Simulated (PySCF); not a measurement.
# LaH: bond curves at several levels of theory

Aim: find the lowest electronic state of LaH, scan its bond at several levels of theory, and get bond length, wavenumber and dissociation energy from each curve.

Program: PySCF 2.14.0. Level of theory: La x2c-TZVPPall, H x2c-TZVPPall, spin-free X2C with a Gaussian nucleus. These are calculated values, not measurements.

### Step 1. Set-up

Settings of the job:

```
atoms                         : La, H
charge                        : 0
basis                         : La x2c-TZVPPall, H x2c-TZVPPall
Hamiltonian                   : spin-free X2C with a Gaussian nucleus
basis functions               : 111
electrons treated             : 58
masses in u                   : 138.9063, 1.0078
levels                        : PBE0, PBE, r²SCAN, MN15, LDA, BLYP, PBEsol, CAM-B3LYP, HF, MP2, SCS-MP2, CCSD, CCSD(T)
grid                          : 80 radial by 434 angular points
occupations                   : held fixed by the projection of orbital angular momentum
dissociation limit            : La + H, each in its ground configuration
starting distance in angstrom : 1.915
values of 2S to try           : 0, 2
```

Started as:

```console
$ OMP_NUM_THREADS=2 python dia.py task.json out
```

Further steps of the session: PBE0 along the bond; Higher solutions at PBE0; PBE; r²SCAN; MN15; LDA (local density); BLYP; PBEsol (GGA); CAM-B3LYP (range-separated hybrid); UHF (mean field); Correlated methods on the Hartree–Fock reference.

What does the calculation give? Wanted: for each run, Re; ωe; De; μ.

**Answer**, as computed:

Lowest PBE0 solution found, without spin–orbit coupling: ³Δ (triplet), unpaired electrons σ ↑, δ ↑, about 0.0 electrons in the 4f shell (Mulliken). State 2 has its PBE0 minimum 0.20 eV higher. The other levels ran on the lowest alone.

```tsv
level	Re (Å)	ωe (cm⁻¹)	De (eV)	μ (D)
UHF	2.140	1326	2.20	-3.56
UHF-MP2	2.080	1412	2.55	n/a
UHF-SCS-MP2	2.090	1393	2.62	n/a
UHF-CCSD	2.099	1369	2.65	n/a
UHF-CCSD(T)	2.097	1368	2.58	n/a
LDA	2.067	1381	3.07	-3.01
PBE	2.079	1360	2.78	-3.19
PBEsol	2.072	1372	2.87	-3.12
BLYP	2.094	1337	2.77	-3.22
r²SCAN	2.083	1371	2.82	-3.53
PBE0	2.076	1381	2.78	-3.41
MN15	2.079	1373	2.38	-3.35
CAM-B3LYP	2.091	1369	2.82	-3.53
```

De is counted to La + H in their ground configurations. A positive dipole means La(−)H(+).

Differences from CCSD(T) in the same basis:

```tsv
level	Re (mÅ)	ωe (%)
UHF	+43	-3.1
UHF-MP2	-17	+3.2
UHF-SCS-MP2	-6	+1.8
UHF-CCSD	+2	+0.1
LDA	-30	+0.9
PBE	-18	-0.6
PBEsol	-25	+0.2
BLYP	-2	-2.3
r²SCAN	-14	+0.2
PBE0	-20	+0.9
MN15	-17	+0.3
CAM-B3LYP	-5	0.0
```

**Reading.** Against CCSD(T) in the same basis, the bond length is nearest at UHF-CCSD and BLYP (2 mÅ off) and farthest at UHF (+43 mÅ); the wavenumber is nearest at CAM-B3LYP (0.0 %) and farthest at UHF-MP2 (+3.2 %). Of the levels with a De here, UHF gives the least (2.20 eV) and LDA the most (3.07 eV).

Correlated steps freeze 18 core orbitals. These are scalar-relativistic numbers at best; spin–orbit coupling would shift them, the dissociation energy most. With d or f electrons several states lie close, and the lowest PBE0 determinant need not be the measured ground state. With spin–orbit coupling the term label itself may not hold.
